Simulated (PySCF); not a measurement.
**Ho(SH)3: other functionals and bases at one geometry**

The task here is to estimate one member of a computed series from the others.

Method: several levels, as the steps say, no spin–orbit coupling; program: PySCF 2.14.0.

1 further run of the same task is left out (for a known fault of the program).

## Where the work starts

7 atoms, charge 0, spin multiplicity 1.

Bond lengths: Ho1–S2 2.564 Å, Ho1–S4 2.564 Å, Ho1–S6 2.564 Å, S2–H3 1.355 Å, S4–H5 1.355 Å, S6–H7 1.355 Å. Angles: S2–Ho1–S4 120.0°, S2–Ho1–S6 120.0°, S4–Ho1–S6 120.0°, Ho1–S2–H3 94.2°, Ho1–S4–H5 94.2°, Ho1–S6–H7 94.2°.

Coordinates:

```mol
H3HoS3
  3D, bonds by distance, orders not assigned

  7  6  0  0  0  0  0  0  0  0999 V2000
    0.0000   -0.0000    0.9128 Ho  0  0
    2.5299    0.4175    0.9216 S   0  0
    2.8470   -0.9001    0.9361 H   0  0
   -1.6265    1.9822    0.9216 S   0  0
   -0.6441    2.9156    0.9361 H   0  0
   -0.9034   -2.3997    0.9216 S   0  0
   -2.2030   -2.0156    0.9361 H   0  0
  1  2  8  0
  1  4  8  0
  1  6  8  0
  2  3  8  0
  4  5  8  0
  6  7  8  0
M  END
```

Formal oxidation states: Ho +3. Each metal's 10 4f electrons lie in its core potential, so multiplicities, spins and levels count the valence alone. An earlier session relaxed this geometry at PBE0, Ho lcecp-1-SVP with ECP56, S def2-SVP, H def2-SVP (singlet, point group C3).

At PBE0 on the finer grid: E = -1233.396792 Eh, HOMO -7.47 eV, LUMO -2.44 eV, Mulliken charge on Ho1 +0.82 e, largest force component 0.006 eV/Å. 

Levels to run: wB97X; M06-L; PBE0, TZVP. Hardware: 2 threads of Arm Neoverse V2, shared host.

The first run:

Input file run.py (the lines that set the calculation):

```python
mol = gto.M(atom='''
Ho     0.00000     0.00000     0.91279
S      2.52994     0.41750     0.92164
H      2.84705    -0.90005     0.93606
S     -1.62654     1.98224     0.92164
H     -0.64406     2.91564     0.93606
S     -0.90340    -2.39974     0.92164
H     -2.20299    -2.01559     0.93606''',
    basis={'Ho': 'lcecp-1-SVP', 'S': 'def2-SVP', 'H': 'def2-SVP'},
    ecp={'Ho': 'lcecp-1-SVP'},
    charge=0, spin=0)
mf = dft.RKS(mol, xc='WB97X')
mf.grids.atom_grid = (75, 302)  # f atoms: unpruned, at least (60, 302)
mf = mf.density_fit()  # fitting sets: Ho AutoAux, S def2-universal-JKFIT, H def2-universal-JKFIT
mf.conv_tol = 1e-08; mf.max_cycle = 55
mf.kernel(dm0)  # dm0: the density of the relaxed state
```

On the command line:

```bash
$ OMP_NUM_THREADS=2 python run.py
```

Among the steps run: wB97X; M06-L; PBE0, TZVP.

One of the session's tables, all rows but one given; the rest of the session is left out.

| level | HOMO (eV) | gap (eV) | charge on Ho1 (e) | largest force component (eV/Å) |
| --- | --- | --- | --- | --- |
| PBE0 (relaxed here) | -7.47 | 5.03 | 0.82 | 0.01 |
| wB97X | -9.83 | 9.09 | 0.83 | 0.13 |
| M06-L | ? | ? | ? | ? |
| PBE0, TZVP | -7.53 | 5.09 | 1.25 | 0.22 |

Estimate the missing values for M06-L.

As computed: HOMO (eV): -6.45; gap (eV): 4.24; charge on Ho1 (e): 1.03; largest force component (eV/Å): 0.22. In the column «HOMO (eV)» it is the highest.

In one basis the HOMO–LUMO gap runs from 4.24 eV (M06-L) to 9.09 eV (wB97X). The largest leftover force, 0.22 eV/Å with M06-L, stands at a geometry relaxed at another level. With 4f in the core, its levels are missing from HOMO and gap, and its count is fixed, so no charge can pass from the ligands into it. Total energies of different levels can't be compared.
